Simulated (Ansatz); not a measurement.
# In: energy and pressure over a range of volumes

The task here is to estimate one member of a computed series from the others.

Program: Ansatz 0.2.0. Level of theory: DFT PBEsol, scalar-relativistic. These are calculated values, not measurements.

## The system as given

The structure is trigonal, space group R-3m (No. 166). Conventional cell: a = 3.339 Å, b = 3.339 Å, c = 24.622 Å, α = 90.00°, β = 90.00°, γ = 120.00°. Around In (site symmetry -3m) lie 12 In at 3.34 to 3.35 Å. In (site symmetry 3m) has 12 In at 3.34 to 3.35 Å as nearest neighbours.

As a file:

```cif
data_structure
_symmetry_space_group_name_H-M 'R-3m:H'
_symmetry_Int_Tables_number 166
_cell_length_a 3.3393
_cell_length_b 3.3393
_cell_length_c 24.6224
_cell_angle_alpha 90.000
_cell_angle_beta 90.000
_cell_angle_gamma 120.000
_cell_volume 237.77
loop_
_atom_site_label
_atom_site_type_symbol
_atom_site_symmetry_multiplicity
_atom_site_Wyckoff_symbol
_atom_site_fract_x
_atom_site_fract_y
_atom_site_fract_z
_atom_site_occupancy
In1 In 3 a 0.00000 0.00000 0.00000 1
In2 In 6 c 0.00000 0.00000 0.77801 1
```

The file gives the conventional cell by its symmetry; the runs use the cell typed in the input.

Atoms are numbered in the order of the input: In1, In2, In3.

The first run:

Input file input.yaml:

```yaml
crystal:
  lattice:
    - [1.6470713907, 0.9509371108, 8.0965379867]
    - [-1.6470713907, 0.9509371108, 8.0965379867]
    - [0.0, -1.9018742216, 8.0965379867]
  atoms:
    - { symbol: In, position: [0.0, 0.0, 0.0] }
    - { symbol: In, position: [0.77801224, 0.77801224, 0.77801224] }
    - { symbol: In, position: [0.22198776, 0.22198776, 0.22198776] }
kpoints:
  mp_grid: { grid: [14, 14, 14] }
  band_path:
    path:
      - [0.0, 0.0, 0.0]
      - [0.5, 0.5, 0.5]
      - [0.824137023, 0.175862977, 0.5]
      - [0.5, -0.175862977, 0.175862977]
      - [0.5, 0.0, 0.0]
      - [0.0, 0.0, 0.0]
      - [0.3379314885, -0.3379314885, 0.0]
      - [0.6620685115, 0.0, 0.3379314885]
      - [0.5, 0.0, 0.5]
    npoints: 5
scf:
  occupations: { method: fermi_dirac, width: 0.05 }
hamiltonian:
  xc: pbesol
  pseudopotentials: { kind: all_electron, lapw: { basis_error: 0.0005 } }
output:
  forces: true
  stress: true
  eigenvalues: true
```

Command:

```
ansatz run input.yaml --threads 1 --pin off --max-ram 6144MiB --backend cpu --events-out ev --progress --plain --runs-dir out
```

Among the steps run: Volume × 0.96, LAPW; Volume × 0.96, PAW; Volume × 0.96, crystal datasets; Volume × 0.99, LAPW; Volume × 0.99, PAW; Volume × 0.99, crystal datasets; Volume × 1.02, LAPW; Volume × 1.02, PAW; Volume × 1.02, crystal datasets; Volume × 1.06, LAPW; Volume × 1.06, PAW; Volume × 1.06, crystal datasets.

One of the session's tables, all rows but one given; the rest of the session is left out.

```
          method  volume (Å³/atom)  pressure (GPa)  largest force (eV/Å)
            LAPW            25.363            0.51                 0.027
            LAPW            26.155           -0.81                 0.017
            LAPW            26.948           -1.91                 0.007
            LAPW            28.005           -3.08                 0.004
             PAW            25.363               ?                     ?
             PAW            26.155           -0.82                 0.017
             PAW            26.948           -1.91                 0.007
             PAW            28.005           -3.08                 0.004
crystal datasets            25.363            0.51                 0.027
crystal datasets            26.155           -0.81                 0.017
crystal datasets            26.948           -1.91                 0.007
crystal datasets            28.005           -3.08                 0.004
```

Q: Estimate the row for PAW, 25.363 from the others.

**Answer.** pressure (GPa): 0.50; largest force (eV/Å): 0.027. In the column «pressure (GPa)» it lies between crystal datasets, 26.155 (-0.81) and LAPW, 25.363 (0.51).

Caveats from the session: Shape and positions are held, so a fully relaxed modulus can be lower. Warnings in the runs' records: gradients without spin orbit, crystal datasets made.
